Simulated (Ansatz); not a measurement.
# BrH₃NOSi radical: a ladder of functionals and wavefunction methods

An exercise on one series of results from a longer session: the logs are not shown, and one member is left open.

Method: functionals in def2-TZVPP, the program's frozen cores in correlated methods; program: Ansatz 0.2.0, Gaussian basis.

The runs, in order: LDA (SPW92), PBE-D4, revPBE-D4, BLYP-D4, r2SCAN-D4, B97M-V, PBE0-D4, B3LYP-D4, r2SCANh-D4, r2SCAN0-D4, HSE06-D4, BHLYP-D4, CAM-B3LYP-D4, LC-ωPBE, ωB97X-V, ωB97M-V, B2PLYP, PBE-QIDH; CCSD(T)/def2-SVP; CCSD(T)/def2-TZVPP; MP2/def2-QZVPP; extrapolation to the limit; RPA on PBE.

### The geometry

An earlier PBE0-D4 in a triple-zeta def2 set relaxation fixed the geometry.

SMILES `N[Si](O)Br`, 7 atoms, charge 0, spin multiplicity 2.

Atoms are counted from 1 here; the program's logs count them from 0.

Bond lengths: N1–Si2 1.700 Å, N1–H5 1.008 Å, N1–H6 1.006 Å, Si2–O3 1.644 Å, Si2–Br4 2.253 Å, O3–H7 0.959 Å. Angles: Si2–N1–H5 120.3°, Si2–N1–H6 121.3°, H5–N1–H6 113.0°, N1–Si2–O3 104.1°, N1–Si2–Br4 107.5°, O3–Si2–Br4 113.6°, Si2–O3–H7 116.4°.

The first run:

in.yaml

```yaml
crystal:
  periodic: [false, false, false]
  atoms:
    - {symbol: N, position_ang: [-0.457105, 1.090430, -0.258860]}
    - {symbol: Si, position_ang: [0.156315, -0.266008, 0.562279]}
    - {symbol: O, position_ang: [1.247030, -0.909235, -0.485648]}
    - {symbol: Br, position_ang: [-1.579809, -1.631284, 1.006830]}
    - {symbol: H, position_ang: [0.156904, 1.675612, -0.802929]}
    - {symbol: H, position_ang: [-1.272326, 1.577455, 0.073706]}
    - {symbol: H, position_ang: [1.810192, -1.604968, -0.140977]}
basis:
  gaussian: {orbitals: def2-TZVPP}
magnetization: {spin_polarized: true, initial_magnetization: 1}
hamiltonian: {xc: lda}
output: {orbitals: {seedname: orbitals}}
```

Run with:

```sh
$ ansatz run in.yaml --threads 4 --pin off --events-out ev --progress --plain --max-ram 10444MiB
```

Among the steps run: LDA; PBE-D4 (GGA); revPBE-D4 (GGA); BLYP-D4 (GGA); r2SCAN-D4 (meta-GGA); B97M-V (meta-GGA); PBE0-D4 (hybrid); B3LYP-D4 (hybrid); r2SCANh-D4 (hybrid); r2SCAN0-D4 (hybrid); HSE06-D4 (hybrid); BHLYP-D4 (hybrid); CAM-B3LYP-D4 (range-separated); LC-ωPBE (range-separated); ωB97X-V (range-separated); ωB97M-V (range-separated); B2PLYP (double hybrid); PBE-QIDH (double hybrid).

One of the session's tables, all rows but one given; the rest of the session is left out.

It belongs to the step «Frontier levels by functional». 

| functional | HOMO (eV) | LUMO (eV) | gap (eV) |
| --- | --- | --- | --- |
| LDA (SPW92) | -4.57 | -3.50 | 1.08 |
| PBE-D4 | -4.55 | -3.06 | 1.50 |
| revPBE-D4 | -4.52 | -2.91 | 1.61 |
| BLYP-D4 | -4.38 | -3.11 | 1.27 |
| r2SCAN-D4 | -4.92 | -2.56 | 2.36 |
| B97M-V | -4.63 | -3.04 | 1.59 |
| PBE0-D4 | -5.76 | -2.17 | 3.59 |
| B3LYP-D4 | -5.50 | -2.59 | 2.91 |
| r2SCANh-D4 | -5.37 | -2.27 | 3.10 |
| r2SCAN0-D4 | -6.04 | -1.84 | 4.19 |
| HSE06-D4 | -5.36 | -2.55 | 2.82 |
| BHLYP-D4 | ? | ? | ? |
| CAM-B3LYP-D4 | -7.01 | -1.33 | 5.68 |
| LC-ωPBE | -8.39 | 0.10 | 8.50 |
| ωB97X-V | -7.90 | -0.44 | 7.46 |
| ωB97M-V | -7.54 | -0.62 | 6.92 |

Q: Estimate the row for BHLYP-D4 from the others.

Worked estimate for «HOMO (eV)». Against the share of exact exchange, BLYP-D4 (0, -4.38), B3LYP-D4 (0.2, -5.50) give a slope of -5.60 per unit share; at 0.5 the line stands at -7.18.

**Answer.** HOMO (eV): -6.82; LUMO (eV): -1.42; gap (eV): 5.40. In «HOMO (eV)» the line misses by -0.36.
